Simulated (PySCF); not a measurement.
# (H3Sn)2NH: geometry, NMR shifts and electronic excitations

What NMR shifts and electronic excitations should (H3Sn)2NH show?

Programs: PySCF 2.14.0, with density-fitted response routines of our own. Each step states its level of theory. These are calculated values for one molecule in the gas phase, unless marked as measured. Atoms are numbered from 0 throughout.

## (1) Starting geometry

10 atoms, charge 0, multiplicity 1; geometry from: GFN2-xTB.

Bonds of the start (Å): Sn0–H1 1.66, Sn0–H2 1.65, Sn0–H3 1.65, Sn0–N4 2.00, N4–Sn5 1.99, N4–H9 1.01, Sn5–H6 1.66, Sn5–H7 1.65, Sn5–H8 1.65.

## (2) Relaxing the molecule at PBE0-D3(BJ)/def2-SVP

The job: settings as JSON, then the geometry in Å.

```
{"job": {"xc": "PBE0", "basis": "def2-SVP", "d3": "d3bj", "grid": 1, "maxiter": 40, "kind": "geom"}, "charge": 0, "multiplicity": 1}
Sn     0.037400     1.745670    -0.492020
H     -0.591740     2.406260     0.898650
H      1.675240     1.932230    -0.497550
H     -0.682070     2.377320    -1.837590
N     -0.291440    -0.219920    -0.605310
Sn     0.143680    -1.670710     0.692490
H     -0.866280    -1.639200     2.014090
H     -0.036420    -3.074520    -0.158440
H      1.700290    -1.411230     1.165850
H     -1.088660    -0.445900    -1.180170
```

What it wrote:

```text
step   0  E = -487.38600655  max force = 0.020245
step   1  E = -487.39285409  max force = 0.007015
step   2  E = -487.39420443  max force = 0.001176
step   3  E = -487.39424256  max force = 0.000502
step   4  E = -487.39425420  max force = 0.000412
optimisation converged
```

Wall time 27 s (1 thread, shared host).

The steps of the relaxation:

| step | energy from step 0 (eV) | largest force component (eV/Å) |
| --- | --- | --- |
| 0 | 0.0000 | 1.0410 |
| 1 | -0.1863 | 0.3607 |
| 2 | -0.2231 | 0.0605 |
| 3 | -0.2241 | 0.0258 |
| 4 | -0.2244 | 0.0212 |

Close pairs (by a distance rule), those that changed most:

| bond | before (Å) | after (Å) | change (Å) |
| --- | --- | --- | --- |
| Sn5–H8 | 1.648 | 1.713 | +0.065 |
| Sn0–H2 | 1.648 | 1.713 | +0.065 |
| Sn5–H7 | 1.651 | 1.714 | +0.062 |
| Sn0–H3 | 1.651 | 1.713 | +0.062 |
| Sn0–H1 | 1.663 | 1.722 | +0.059 |
| Sn5–H6 | 1.664 | 1.722 | +0.058 |
| N4–Sn5 | 1.995 | 2.036 | +0.041 |
| Sn0–N4 | 1.996 | 2.037 | +0.041 |

The final coordinates are the input of the step that follows.

| at the end point | value |
| --- | --- |
| point group (found at 0.08 Å tolerance) | C1 |
| rotational constants (GHz, main isotopes) | 17.329, 0.601, 0.592 |
| dipole moment (D) | 0.60 |

## (3) Shielding tensors: PBE0/def2-TZVP+pcSseg-1

The job: settings as JSON, then the geometry in Å.

```
{"job": {"kind": "nmr", "xc": "PBE0", "basis": {"default": "pcSseg-1", "Sn": "def2-TZVP"}}, "charge": 0, "multiplicity": 1}
Sn     0.042686     1.757838    -0.501073
H     -0.629089     2.417716     0.940370
H      1.743413     1.961777    -0.477985
H     -0.669554     2.490980    -1.875790
N     -0.323136    -0.239608    -0.661152
Sn     0.136618    -1.693430     0.687744
H     -0.884491    -1.648396     2.073725
H     -0.033391    -3.199259    -0.112433
H      1.756509    -1.394946     1.157089
H     -1.139564    -0.452670    -1.230495
```

With the program's defaults for keys left out, this is: GIAO PBE0/pcSseg-1 Sn:def2-TZVP NMR shielding, scalar relativity only through core potentials, gas phase.

What it wrote:

```text
coarse grid: 38480 points
cycle   1  E = -485.0378726749  dE = -7.172e+01  |g| = 3.532e+00  |ddm| = 4.415e+01
cycle   2  E = -483.0807188827  dE =  1.957e+00  |g| = 5.298e+00  |ddm| = 1.109e+01
cycle   3  E = -487.2892629585  dE = -4.209e+00  |g| = 8.783e-01  |ddm| = 6.315e+00
cycle   4  E = -487.2877279562  dE =  1.535e-03  |g| = 8.223e-01  |ddm| = 1.267e+00
cycle   5  E = -487.4470799616  dE = -1.594e-01  |g| = 4.294e-02  |ddm| = 7.378e-01
cycle   6  E = -487.4474657617  dE = -3.858e-04  |g| = 1.746e-02  |ddm| = 5.130e-02
cycle   7  E = -487.4475212587  dE = -5.550e-05  |g| = 2.111e-03  |ddm| = 1.395e-02
cycle   8  E = -487.4475223711  dE = -1.112e-06  |g| = 4.099e-04  |ddm| = 2.692e-03
final grid: 76688 points
cycle   9  E = -487.4475145549  dE = -2.523e-08  |g| = 3.792e-04  |ddm| = 1.023e-03
cycle  10  E = -487.4475145287  dE =  2.622e-08  |g| = 5.090e-04  |ddm| = 6.978e-04
cycle  11  E = -487.4475145800  dE = -5.131e-08  |g| = 1.271e-04  |ddm| = 4.434e-04
cycle  12  E = -487.4475145834  dE = -3.357e-09  |g| = 9.452e-06  |ddm| = 1.003e-04
cycle  13  E = -487.4475145834  dE = -2.001e-11  |g| = 2.416e-06  |ddm| = 1.069e-05
converged SCF energy = -487.4475145834

GIAO shielding tensors (ppm)
atom      isotropic    diamagn.    paramagn.     s11        s22        s33       span
  0 Sn         nan         nan         nan        nan        nan        nan        nan
  1 H       25.884      27.664      -1.780     17.803     20.525     39.324     21.521
  2 H       26.085      27.807      -1.721     18.203     20.747     39.306     21.102
  3 H       26.036      27.240      -1.203     18.256     20.078     39.774     21.518
  4 N      294.513     319.826     -25.313    266.766    281.718    335.055     68.289
  5 Sn         nan         nan         nan        nan        nan        nan        nan
  6 H       25.842      27.492      -1.650     17.810     20.218     39.498     21.687
  7 H       25.972      27.175      -1.202     18.089     19.958     39.870     21.782
  8 H       26.174      28.060      -1.887     18.271     21.281     38.968     20.697
  9 H       32.829      31.358       1.471     20.092     30.748     47.646     27.555
```

It took 14 s on 1 thread, shared host.

The references, computed at this level on geometries of the same kind, shield at (ppm): 1H TMS 31.27, 15N NH3 265.7. Their shielding less the atom's gives the shift. The references are single molecules in the gas phase, so shifts against H2O, NH3, PH3, H3PO4 or CFCl3 are not on the usual liquid scales and can be off by tens of ppm. Atoms listed in one row are averaged.

| atoms | environment | σ (ppm) | δ (ppm) |
| --- | --- | --- | --- |
| H1, H2, H3, H6, H7, H8 | hydrogen on a Sn bonded to N | 26.00 | 5.27 |
| H9 | hydrogen on a nitrogen bonded to 2 Sn | 32.83 | -1.56 |
| N4 | nitrogen bonded to 2 Sn, H | 294.5 | -28.8 |

Atoms past Kr carry core potentials, so their printed shieldings have no meaning and are left out of the table.

Charges from the same density, by scheme (e):

| atoms | Mulliken | ESP fit |
| --- | --- | --- |
| Sn0, Sn5 | 0.47 | 0.50 |
| N4 | -0.81 | -0.74 |

Mayer bond orders: Sn0–N4 0.94, N4–Sn5 0.94.

With diffuse functions Mulliken charges and Mayer bond orders lose their meaning; the other schemes are steadier.

## (4) Excited states and response: CAM-B3LYP/def2-SVPD

Same as in step 3 but for these lines:

```diff
@@ -1,2 +1,2 @@
-{"job": {"kind": "nmr", "xc": "PBE0", "basis": {"default": "pcSseg-1", "Sn": "def2-TZVP"}}, "charge": 0, "multiplicity": 1}
+{"job": {"kind": "uv", "xc": "CAM-B3LYP", "basis": "def2-SVPD", "ip": true, "nstates": 10}, "charge": 0, "multiplicity": 1}
 Sn     0.042686     1.757838    -0.501073
```

Method: TDDFT CAM-B3LYP/def2-SVPD, vertical, gas phase, core orbitals frozen in the response.

What it wrote:

```text
coarse grid: 38480 points
cycle   1  E = -485.2241798794  dE = -4.523e+01  |g| = 3.207e+00  |ddm| = 1.212e+01
cycle   2  E = -485.7164735988  dE = -4.923e-01  |g| = 3.019e+00  |ddm| = 1.194e+01
cycle   3  E = -487.2977810602  dE = -1.581e+00  |g| = 6.617e-01  |ddm| = 4.282e+00
cycle   4  E = -487.3592321130  dE = -6.145e-02  |g| = 3.889e-01  |ddm| = 9.562e-01
cycle   5  E = -487.3940445347  dE = -3.481e-02  |g| = 1.437e-02  |ddm| = 3.813e-01
cycle   6  E = -487.3941180286  dE = -7.349e-05  |g| = 2.556e-03  |ddm| = 5.053e-02
cycle   7  E = -487.3941212763  dE = -3.248e-06  |g| = 6.409e-04  |ddm| = 7.109e-03
final grid: 76688 points
cycle   8  E = -487.3941120907  dE = -2.465e-07  |g| = 3.746e-04  |ddm| = 2.283e-03
cycle   9  E = -487.3941121062  dE = -1.546e-08  |g| = 4.523e-04  |ddm| = 9.956e-04
cycle  10  E = -487.3941121524  dE = -4.623e-08  |g| = 8.227e-05  |ddm| = 4.655e-04
cycle  11  E = -487.3941121554  dE = -3.056e-09  |g| = 3.128e-05  |ddm| = 1.546e-04
cycle  12  E = -487.3941121563  dE = -8.265e-10  |g| = 5.175e-06  |ddm| = 1.249e-04
converged SCF energy = -487.3941121563

Static polarisability (au): isotropic 91.619, principal 82.444 83.926 108.486

Singlet excitations
state   eV       nm        f      main configurations
  1   5.0749    244.3   0.01872   H->L 0.92
  2   6.0072    206.4   0.02536   H->L+1 0.89
  3   6.4282    192.9   0.00733   H->L+3 0.90
  4   6.4724    191.6   0.00979   H->L+2 0.87
  5   6.8276    181.6   0.00868   H->L+4 0.75
  6   7.1210    174.1   0.01614   H->L+5 0.72, H->L+6 0.12
  7   7.1783    172.7   0.00751   H->L+6 0.73, H->L+5 0.10
  8   7.2911    170.0   0.26971   H-1->L 0.79
  9   7.4984    165.3   0.01244   H->L+7 0.74
 10   7.6450    162.2   0.00062   H-3->L 0.65, H-2->L 0.16

Triplet excitations (Tamm-Dancoff, eV): 4.5097 5.7987 6.0603 6.2324
Vertical ionisation energy (delta-SCF) = 8.7110 eV
```

Run time: 30 s. Hardware: 1 thread, shared host.

Frontier orbitals and where they lie:

| orbital | eV | atoms |
| --- | --- | --- |
| HOMO−3 | -10.46 | Sn5 20 %, Sn0 20 %, H8 14 % |
| HOMO−2 | -10.39 | Sn5 23 %, Sn0 19 %, H6 15 % |
| HOMO−1 | -10.06 | N4 25 %, Sn0 19 %, Sn5 18 % |
| HOMO | -8.19 | N4 63 %, Sn0 8 %, Sn5 8 % |
| LUMO | 0.27 | Sn5 28 %, Sn0 26 %, N4 11 % |
| LUMO+1 | 0.59 | Sn0 27 %, Sn5 27 %, H3 9 % |
| LUMO+2 | 0.95 | Sn0 30 %, Sn5 30 %, H1 6 % |

With each of the 10 states as a Gaussian band of 0.4 eV half-width at 1/e, the curve within the window shown has maxima at 244 nm (ε 760), 201 nm (ε 1,300), 170 nm (ε 12,000) L/(mol cm). Beyond the last state computed it falls off for lack of states. The curve at chosen wavelengths:

(nm, ε (L/mol/cm)): (156, 931), (161, 4431), (166, 10050), (171, 12162), (175, 9727), (180, 5174), (185, 2370), (190, 1429), (195, 1287), (200, 1319), (204, 1296), (209, 1127), (214, 846), (219, 587), (224, 460), (229, 485), (233, 575), (238, 697), (243, 761), (248, 732), (253, 626), (258, 480), (262, 362), (267, 236), (272, 142), (277, 80)

Further results of this job:

| property | computed |
| --- | --- |
| dipole moment (D) | 0.50 |
| polarisability (Å³) | 13.58 |
| HOMO–LUMO gap (eV) | 8.47 |
| −ε(HOMO) (eV) | 8.19 |

## (5) Nuclear shieldings: KT2/def2-TZVP+pcSseg-1

Same as in step 4 but for these lines:

```diff
@@ -1,2 +1,2 @@
-{"job": {"kind": "uv", "xc": "CAM-B3LYP", "basis": "def2-SVPD", "ip": true, "nstates": 10}, "charge": 0, "multiplicity": 1}
+{"job": {"kind": "nmr", "xc": "KT2", "basis": {"default": "pcSseg-1", "Sn": "def2-TZVP"}, "pop": false}, "charge": 0, "multiplicity": 1}
 Sn     0.042686     1.757838    -0.501073
```

Level: GIAO KT2/pcSseg-1 Sn:def2-TZVP NMR shielding, scalar relativity only through core potentials, gas phase.

What it wrote:

```text
coarse grid: 38480 points
cycle   1  E = -487.9475924157  dE = -7.070e+01  |g| = 3.824e+00  |ddm| = 4.308e+01
cycle   2  E = -478.6200078715  dE =  9.328e+00  |g| = 8.390e+00  |ddm| = 1.746e+01
cycle   3  E = -490.4701665623  dE = -1.185e+01  |g| = 1.462e+00  |ddm| = 1.365e+01
cycle   4  E = -489.7580933024  dE =  7.121e-01  |g| = 1.991e+00  |ddm| = 3.152e+00
cycle   5  E = -490.9123202997  dE = -1.154e+00  |g| = 1.670e-01  |ddm| = 2.454e+00
cycle   6  E = -490.9188183558  dE = -6.498e-03  |g| = 8.716e-02  |ddm| = 3.183e-01
cycle   7  E = -490.9209029987  dE = -2.085e-03  |g| = 1.510e-02  |ddm| = 1.073e-01
cycle   8  E = -490.9209650386  dE = -6.204e-05  |g| = 2.678e-03  |ddm| = 1.937e-02
cycle   9  E = -490.9209665998  dE = -1.561e-06  |g| = 7.945e-04  |ddm| = 3.596e-03
final grid: 76688 points
cycle  10  E = -490.9209440284  dE =  3.049e-07  |g| = 1.430e-03  |ddm| = 2.149e-03
cycle  11  E = -490.9209414915  dE =  2.537e-06  |g| = 3.579e-03  |ddm| = 4.053e-03
cycle  12  E = -490.9209444712  dE = -2.980e-06  |g| = 3.563e-04  |ddm| = 3.060e-03
cycle  13  E = -490.9209445000  dE = -2.880e-08  |g| = 2.571e-05  |ddm| = 3.461e-04
cycle  14  E = -490.9209445002  dE = -1.550e-10  |g| = 3.222e-06  |ddm| = 2.782e-05
converged SCF energy = -490.9209445002

GIAO shielding tensors (ppm)
atom      isotropic    diamagn.    paramagn.     s11        s22        s33       span
  0 Sn         nan         nan         nan        nan        nan        nan        nan
  1 H       25.542      27.641      -2.099     17.537     20.288     38.802     21.265
  2 H       25.831      27.839      -2.008     18.110     20.631     38.753     20.643
  3 H       25.761      27.222      -1.462     18.135     19.970     39.176     21.041
  4 N      282.118     319.927     -37.809    258.068    272.476    315.810     57.742
  5 Sn         nan         nan         nan        nan        nan        nan        nan
  6 H       25.499      27.463      -1.964     17.526     19.991     38.981     21.456
  7 H       25.693      27.159      -1.466     17.942     19.842     39.294     21.352
  8 H       25.925      28.090      -2.165     18.230     21.156     38.389     20.159
  9 H       32.507      30.980       1.528     20.172     31.004     46.346     26.173
```

Run time: 19 s. Hardware: 1 thread, shared host.

This run: δ N4 -17.8, H1 5.47, H9 -1.33 ppm (means over like atoms).

## (6) Comparing the runs: NMR shifts

Shifts (ppm), means over like atoms, with basis size and wall time:

| run | H1 | H9 | N4 | functions | time |
| --- | --- | --- | --- | --- | --- |
| PBE0/def2-TZVP+pcSseg-1 | 5.27 | -1.56 | -28.8 | 152 | 14 s |
| KT2/def2-TZVP+pcSseg-1 | 5.47 | -1.33 | -17.8 | 152 | 19 s |

## (7) What came out

| quantity | value |
| --- | --- |
| point group | C1 |
| rotational constants (main isotopes) | 17.33, 0.60, 0.59 GHz |
| 1H shifts against TMS (PBE0/def2-TZVP+pcSseg-1, means over atoms taken as alike) | 5.27, -1.56 ppm |
| 15N shifts against NH3 (PBE0/def2-TZVP+pcSseg-1) | -28.8 ppm |
| lowest singlet (CAM-B3LYP/def2-SVPD) | 5.07 eV (244 nm), f = 0.019 |
| brightest single state of those computed | state 8, 7.29 eV, f = 0.270 |
| lowest triplet | 4.51 eV |
| vertical ionisation energy (ΔSCF) | 8.71 eV |
| range of the shift of N4 | -28.8 to -17.8 ppm |

In words: The optimisation took 4 steps and gained 0.224 eV; among the close pairs (by a distance rule), Sn5–H8 changed most, from 1.648 to 1.713 Å. No frequency check was run at this level, so the end point may be a saddle. At PBE0/def2-TZVP+pcSseg-1: The widest tensor belongs to N4: span 68 ppm, with a paramagnetic part of -25 ppm. The first singlet state (HOMO→LUMO 0.92) lies at 5.07 eV and is weak; of the 10 states computed, the strongest absorption comes from state 8 at 7.29 eV. The lowest triplet lies 0.57 eV below the lowest singlet (triplets in Tamm-Dancoff, singlets in full TDDFT). Spin-orbit coupling, left out, mixes singlets and triplets in elements this heavy. The orbital energy would give 8.19 eV for ionisation, ΔSCF gives 8.71 eV. Across the 2 runs the shift of N4 moves most, between -28.8 (PBE0/def2-TZVP+pcSseg-1) and -17.8 ppm (KT2/def2-TZVP+pcSseg-1). Spin-orbit coupling is left out, which matters for shieldings and couplings at and beside the heavy atoms.
